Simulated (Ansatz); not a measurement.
# BBrF2H2S: the cost of one run

Method: PBE0-D4, def2-SVP first, then def2-TZVP; program: Ansatz 0.2.0, Gaussian basis.

152 further runs of the same task are left out: 152 set aside as unsound or not needed.

## 1. The starting structure

The guess: 7 atoms, charge 0, spin multiplicity 1.

Atoms are counted from 1 here; the program's logs count them from 0.

Bond lengths: B1–F3 1.318 Å, B1–F4 1.313 Å, B1–S6 1.969 Å, Br2–H5 1.713 Å, S6–H7 1.332 Å. Angles: F3–B1–F4 117.9°, F3–B1–S6 115.3°, F4–B1–S6 116.3°, B1–S6–H7 94.8°.

Coordinates:

```xyz
7
charge 0, multiplicity 1
B    -0.66240   -0.43580   -0.11420
Br    1.16650   -0.31660   -1.64510
F    -1.57630    0.37710   -0.60620
F    -0.95570   -1.71310   -0.03220
H     1.49990    0.20790   -0.04850
S     0.42130    0.30620    1.35260
H     0.10670    1.57420    1.09360
```

Distances that are to change: B1–S6 1.97 Å, Br2–H5 1.71 Å, B1–Br2 2.39 Å, H5–S6 1.77 Å.

## 2. Relaxing the guess with the reacting distances held

Input file hold/in.yaml:

```yaml
crystal:
  periodic: [false, false, false]
  atoms:
    - {symbol: B, position_ang: [-0.662400, -0.435800, -0.114200]}
    - {symbol: Br, position_ang: [1.166500, -0.316600, -1.645100]}
    - {symbol: F, position_ang: [-1.576300, 0.377100, -0.606200]}
    - {symbol: F, position_ang: [-0.955700, -1.713100, -0.032200]}
    - {symbol: H, position_ang: [1.499900, 0.207900, -0.048500]}
    - {symbol: S, position_ang: [0.421300, 0.306200, 1.352600]}
    - {symbol: H, position_ang: [0.106700, 1.574200, 1.093600]}
basis:
  gaussian: {orbitals: def2-SVP}
hamiltonian: {xc: pbe0, dispersion: d4}
relax: {f_tol: 0.04, max_steps: 150, escape_saddle: false, constraints: [{distance: [0, 5]}, {distance: [1, 4]}, {distance: [0, 1]}, {distance: [4, 5]}]}
```

On the command line:

```bash
$ ansatz run in.yaml --threads 4 --pin off --events-out ev --progress --plain --max-ram 9574MiB
```

**Question.** How long does this run take on 4 threads of Arm Neoverse V2, shared host?

About 9.5 s.
